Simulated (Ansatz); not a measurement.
# Cl2H7HfNOSi2: taking an electron away

Aim: the vertical ionisation energy of Cl2H7HfNOSi2, as cation minus neutral at the neutral's geometry, on several levels, and how well −ε(HOMO) stands in for it.

Computed with Ansatz 0.2.0, Gaussian basis. Level: unrestricted cation, the program's frozen cores in correlated methods.

Plan: UKS PBE-D4/def2-TZVPP; UKS r2SCAN-D4/def2-TZVPP; UKS PBE0-D4/def2-TZVPP; UKS B3LYP-D4/def2-TZVPP; UKS wB97X-V/def2-TZVPP; UKS wB97M-V/def2-TZVPP; UKS B2PLYP/def2-TZVPP; UHF-CCSD(T)/def2-TZVPP; UHF-MP2/def2-QZVPP; extrapolation to the limit; then −ε(HOMO) from the neutral's earlier runs with LDA (SPW92), PBE-D4, revPBE-D4, BLYP-D4, r2SCAN-D4, B97M-V, PBE0-D4, B3LYP-D4, r2SCANh-D4, r2SCAN0-D4, HSE06-D4, BHLYP-D4, CAM-B3LYP-D4, LC-ωPBE, ωB97X-V, ωB97M-V.

1 further run of the same task is left out (for a known fault of the program).

## (1) The relaxed structure

The geometry comes from an earlier relaxation with PBE0-D4 in a triple-zeta def2 set; it is a stationary point, not always the lowest conformer. Hf takes the def2 core potential; no spin-orbit term is included.

14 atoms, charge 0, spin multiplicity 1.

Atoms are counted from 1 here; the program's logs count them from 0.

Bond lengths: O1–Hf2 1.890 Å, O1–H8 0.952 Å, Hf2–Cl3 2.358 Å, Hf2–Cl4 2.358 Å, Hf2–N5 2.034 Å, Hf2–Si6 3.383 Å, Hf2–Si7 3.104 Å, N5–Si6 1.737 Å, N5–Si7 1.733 Å, Si6–H9 1.489 Å, Si6–H10 1.486 Å, Si6–H11 1.486 Å, Si7–H12 1.485 Å, Si7–H13 1.499 Å, Si7–H14 1.485 Å. Angles: Hf2–O1–H8 171.6°, O1–Hf2–Cl3 110.0°, O1–Hf2–Cl4 110.0°, O1–Hf2–N5 103.1°, O1–Hf2–Si6 79.0°, O1–Hf2–Si7 134.6°, Cl3–Hf2–Cl4 112.9°, Cl3–Hf2–N5 110.1°, Cl3–Hf2–Si6 119.3°, Cl3–Hf2–Si7 94.0°, Cl4–Hf2–N5 110.2°, Cl4–Hf2–Si6 119.5°, Cl4–Hf2–Si7 93.9°, N5–Hf2–Si6 24.1°, N5–Hf2–Si7 31.5°, Si6–Hf2–Si7 55.5°, Hf2–N5–Si6 127.4°, Hf2–N5–Si7 110.8° and more.

Coordinates:

```xyz
14
charge 0, multiplicity 1
O    -2.4878    0.7426    0.8651
Hf   -1.1984   -0.6343    0.9900
Cl   -0.4577   -0.8459    3.2182
Cl   -2.0754   -2.6417    0.1186
N     0.3141    0.0414   -0.1894
Si    0.3747    1.5340   -1.0767
Si    1.6236   -1.0936   -0.2191
H    -3.2135    1.3588    0.8892
H     1.6764    1.6132   -1.7957
H    -0.7279    1.6040   -2.0704
H     0.2606    2.6985   -0.1608
H     2.8814   -0.5343    0.3372
H     1.1497   -2.2035    0.6696
H     1.8804   -1.6392   -1.5759
```

## (2) Cation, UKS PBE-D4/def2-TZVPP

Contents of in.yaml:

```yaml
crystal:
  periodic: [false, false, false]
  atoms:
    - {symbol: O, position_ang: [-2.487760, 0.742607, 0.865136]}
    - {symbol: Hf, position_ang: [-1.198422, -0.634258, 0.989997]}
    - {symbol: Cl, position_ang: [-0.457742, -0.845912, 3.218184]}
    - {symbol: Cl, position_ang: [-2.075372, -2.641742, 0.118604]}
    - {symbol: N, position_ang: [0.314103, 0.041406, -0.189357]}
    - {symbol: Si, position_ang: [0.374673, 1.533983, -1.076728]}
    - {symbol: Si, position_ang: [1.623551, -1.093646, -0.219083]}
    - {symbol: H, position_ang: [-3.213529, 1.358807, 0.889244]}
    - {symbol: H, position_ang: [1.676351, 1.613171, -1.795665]}
    - {symbol: H, position_ang: [-0.727926, 1.604023, -2.070375]}
    - {symbol: H, position_ang: [0.260578, 2.698485, -0.160818]}
    - {symbol: H, position_ang: [2.881381, -0.534259, 0.337152]}
    - {symbol: H, position_ang: [1.149742, -2.203492, 0.669617]}
    - {symbol: H, position_ang: [1.880361, -1.639164, -1.575910]}
basis:
  gaussian: {orbitals: def2-TZVPP}
total_charge: 1
magnetization: {spin_polarized: true, initial_magnetization: 1}
hamiltonian: {xc: pbe, dispersion: d4}
```

Command:

```bash
$ ansatz run in.yaml --threads 2 --pin off --events-out ev --progress --plain --max-ram 22528MiB --backend cuda --devices 0, --max-vram 18GiB
```

After this run come: Cation, UKS r2SCAN-D4/def2-TZVPP; Cation, UKS PBE0-D4/def2-TZVPP; Cation, UKS B3LYP-D4/def2-TZVPP; Cation, UKS wB97X-V/def2-TZVPP; Cation, UKS wB97M-V/def2-TZVPP; Cation, UKS B2PLYP (frozen core)/def2-TZVPP; Cation, UHF-CCSD(T)/def2-TZVPP; Cation, UHF-MP2/def2-QZVPP.

Before running them: what should the planned runs give, taken together? Wanted: ionisation energy, CCSD(T)/CBS; nearest functional by difference; nearest −ε(HOMO); −ε(HOMO) of PBE; T1 of the cation.

The runs gave:

| quantity | value |
| --- | --- |
| ionisation energy, CCSD(T)/CBS | 10.14 eV |
| nearest functional by difference | ωB97X-V (-0.19 eV) |
| nearest −ε(HOMO) | ωB97M-V (+0.14 eV) |
| −ε(HOMO) of PBE | 6.79 eV |
| T1 of the cation | 0.025 |

What this shows: By cation minus neutral, the functionals miss by 0.88 eV at most. The PBE orbital energy is 3.3 eV too small: a semilocal HOMO is no ionisation energy. Among orbital estimates ωB97M-V comes nearest. Hartree-Fock falls 1.20 eV short, as the neutral has more correlation energy than the cation. The cation may have settled in a state other than its lowest; no search over hole states beyond the program's own was made. Correlated methods include outer-core shells of Hf, which these sets cover unevenly.
